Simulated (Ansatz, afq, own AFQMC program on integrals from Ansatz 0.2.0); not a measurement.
**GeH2 (triplet): AFQMC on the coupled-cluster ladder, aug-cc-pVDZ**

The task here is to estimate one member of a computed series from the others.

Program: Ansatz 0.2.0, Gaussian basis, and an in-house AFQMC program (afq) on its integrals; all values are calculated. Level of theory: aug-cc-pVDZ, frozen cores. These are calculated values, not measurements.

The runs, in order: Full CI; PBE (unrestricted); r2SCAN (unrestricted); CCSD(T) on ROHF; PBE0 (unrestricted); B3LYP (unrestricted); wB97M-V (unrestricted); B2PLYP (unrestricted); Full CI; CCSDT(Q) on ROHF; Phaseless AFQMC, CISD trial on ROHF; Phaseless AFQMC, single-determinant trial on ROHF; Free-projection AFQMC, CISD trial on ROHF; CCSD(T) on UHF; Full CI; CCSDT(Q) on UHF; CCSD(T) on UHF; CCSD(T) on UHF; Phaseless AFQMC, CISD trial on UHF; Phaseless AFQMC, single-determinant trial on UHF; Free-projection AFQMC, CISD trial on UHF.

1 further run of the same task is left out (it didn't finish).

### The system

The geometry is a PBE0/def2-TZVP stationary point (not a proven minimum). No spin-orbit coupling is included. The filled d shell of Ge may be among the frozen orbitals whatever the setting's name suggests; the logs give the count.

3 atoms, charge 0, spin multiplicity 3.

Atoms are counted from 1 here; the program's logs count them from 0.

Bond lengths: Ge1–H2 1.541 Å, Ge1–H3 1.541 Å. Angles: H2–Ge1–H3 120.0°.

As a file:

```xyz
3
charge 0, multiplicity 3
Ge    0.0000   -0.0208    0.0000
H     0.0000    0.7490   -1.3344
H     0.0000    0.7490    1.3344
```

Set-up of the first run:

Contents of in.yaml:

```yaml
crystal:
  periodic: [false, false, false]
  atoms:
    - {symbol: Ge, position_ang: [0.000000, -0.020787, 0.000000]}
    - {symbol: H, position_ang: [0.000000, 0.749032, -1.334401]}
    - {symbol: H, position_ang: [0.000000, 0.749032, 1.334401]}
basis:
  gaussian: {orbitals: aug-cc-pVDZ}
magnetization: {spin_polarized: false, initial_magnetization: 2}
correlation: {method: fci, electrons: outside_noble_gas}
```

The run is started by

```bash
$ ansatz run in.yaml --threads 1 --pin off --events-out ev --progress --plain --max-ram 16896MiB --backend cuda --devices 0, --max-vram 18GiB
```

Steps of the session up to this table: Full CI; PBE (unrestricted); r2SCAN (unrestricted); CCSD(T) on ROHF; PBE0 (unrestricted); B3LYP (unrestricted); wB97M-V (unrestricted); B2PLYP (unrestricted); CCSDT(Q) on ROHF; Phaseless AFQMC, CISD trial on ROHF; Phaseless AFQMC, single-determinant trial on ROHF; Free-projection AFQMC, CISD trial on ROHF; CCSD(T) on UHF; CCSDT(Q) on UHF; Phaseless AFQMC, CISD trial on UHF; Phaseless AFQMC, single-determinant trial on UHF; Free-projection AFQMC, CISD trial on UHF.

One table of the session follows, with a row left open; its other results are not shown here.

On the ROHF determinant, counted from full CI (exact for this spin and basis):

```
                                                              level  from full CI (kcal/mol)
                                                                 HF                   +62.12
                                                                MP2                   +15.38
                                                               CCSD                    +1.76
                                                            CCSD(T)                        ?
                                                           CCSDT(Q)                    -0.01
                                                            full CI                     0.00
              Phaseless AFQMC, CISD trial, step 0.005, 4000 walkers                    +0.05
Phaseless AFQMC, single-determinant trial, step 0.005, 4000 walkers                    +0.14
         Free-projection AFQMC, CISD trial, step 0.03, 4000 walkers                    -0.01
```

Estimate the missing values for CCSD(T).

The run gave: from full CI (kcal/mol): +0.42. In the column «from full CI (kcal/mol)» it lies between Phaseless AFQMC, single-determinant trial, step 0.005, 4000 walkers (+0.14) and CCSD (+1.76).

Limits of these values: On ROHF the phaseless walk with the CISD trial lies +0.05 kcal/mol from full CI, within three error bars. On UHF the phaseless walk with the CISD trial lies +0.03 kcal/mol from CCSDT(Q), within three error bars.
